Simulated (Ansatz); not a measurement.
# Cu (Cu, beta-Sn type): the cost of one run

Method: DFT LDA (PW92), plane waves (420 eV) with PAW, scalar-relativistic; PBE-made PAW files, in Ansatz 0.2.0.

## Step 1: Starting point

Symmetry: I4_1/amd, No. 141, tetragonal system. Conventional cell: a = 4.495 Å, b = 4.495 Å, c = 2.454 Å, α = 90.00°, β = 90.00°, γ = 90.00°. Cu (site symmetry -4m2) has 6 Cu at 2.33 to 2.45 Å as nearest neighbours.

Structure file:

```xyz
2
Lattice="-2.2477 2.2477 1.2272 2.2477 -2.2477 1.2272 2.2477 2.2477 -1.2272" Properties=species:S:1:pos:R:3 pbc="T T T"
Cu    0.0000    0.0000    0.0000
Cu    0.0000    2.2477    0.6136
```

## Step 2: Relaxing cell and atoms

input.yaml

```yaml
crystal:
  lattice:
    - [-2.2477036591, 2.2477036591, 1.2272461979]
    - [2.2477036591, -2.2477036591, 1.2272461979]
    - [2.2477036591, 2.2477036591, -1.2272461979]
  atoms:
    - { symbol: Cu, position: [0.0, 0.0, 0.0] }
    - { symbol: Cu, position: [0.75, 0.25, 0.5] }
hamiltonian:
  xc: lda
  pseudopotentials:
    kind: paw
    azcp:
      Cu: "pseudopotentials/Cu.paw.azcp"
basis:
  ecutwfc: 420
  fft_grid_basis: typed
kpoints:
  mp_grid: { grid: [14, 14, 10], shift: [0, 0, 0] }
magnetization:
  spin_polarized: false
scf:
  occupations: { method: fermi_dirac, width: 0.1 }
relax:
  max_steps: 60
  f_tol: 0.01
  cell: {}
```

What time and memory should one allow on 2 threads of Intel Xeon 6975P-C (Granite Rapids), shared host?

About 1.8 min, with a peak of 0.56 GiB.
